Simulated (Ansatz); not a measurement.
Predict the output of the script below (the Python package of Ansatz (0.2.0)).

`spiral.py`:
```python
'''Energy of HfCo against the wavevector of a flat spiral.'''

import logging
import sys

import ansatz as az
import numpy as np

logging.basicConfig(stream=sys.stdout, format='%(levelname)s %(message)s')
log = logging.getLogger('ansatz_job')
log.setLevel(logging.INFO)

structure = (
    az.Lattice.of((3.164, 0.0, 0.0), (0.0, 3.164, 0.0), (0.0, 0.0, 3.164))
    .atom('Hf', (0.5, 0.5, 0.5))
    .atom('Co', (0.0, 0.0, 0.0), moment=2.5, axis=(1, 0, 0))
)
job = (
    structure.calculation()
    .kpoints(density=2.8)  # sampling of the Brillouin zone
    .functional('LDA')
    .basis(17 * az.Ha)
    .occupations('fermi_dirac', width=0.15)  # fractional filling near the Fermi level
    .spin('noncollinear')
)
# q in fractions of the reciprocal vectors; the moments turn in the xy plane
rows = []
for q in [0, 0.125, 0.25, 0.375, 0.5]:
    summary = job.spin_spiral(tuple(q * np.eye(3)[2])).run(threads=1).report
    rows.append((q, summary['free_energy_ev'], float(np.linalg.norm(summary['site_moments_nc_mub'], axis=1).max()), summary['n_kpoints']))
rows = [(q, 1000 * (e - rows[0][1]), m, nk) for q, e, m, nk in rows]
log.info('             q  F - F(q=0) meV  largest moment muB        k-points')
for row in rows:
    log.info(f'{str(row[0]):>14s}  {row[1]:14.2f}  {row[2]:18.3f}  {row[3]:14d}')
```

`python spiral.py` gives:
```text
RunWarning: the starting moments were not kept: the SCF closed with an absolute magnetisation of 1.1e-5 μB, where they sum to 2.5 μB in size (1 site). That is at most 0.1 of that sum. Measured as dr2_m measures the in/out step, that magnetisation stands [...]
INFO              q  F - F(q=0) meV  largest moment muB        k-points
INFO              0            0.00               0.000              20
INFO          0.125            6.87               0.000              40
INFO           0.25            4.16               0.000              40
INFO          0.375            1.25               0.000              40
INFO            0.5            7.93               0.000              40
```
(Warnings from the package without file and line, shortened, repeats left out.)

The SCF didn't keep the moments it started from (some shrank, vanished or turned); what is printed is the state reached. The mesh is modest for a metal, so energies can be off by several to tens of meV an atom and pressures by half a GPa or more; differences at equal mesh fare better. A Fermi-Dirac width this large means warm electrons, whose thermal share enters the free energy. Spin-orbit coupling, which matters for elements this heavy, is left out. The starting cell is as deposited in a crystallographic database; the results hold for this polymorph, which needn't be the stable one. Spirals without spin-orbit coupling; moments are free to shrink along the scan. Hardware and time: 3.2 min on 1 thread of Intel(R) Xeon(R) Platinum 8488C (Sapphire Rapids), with other jobs on the host, peak memory 0.55 GiB.
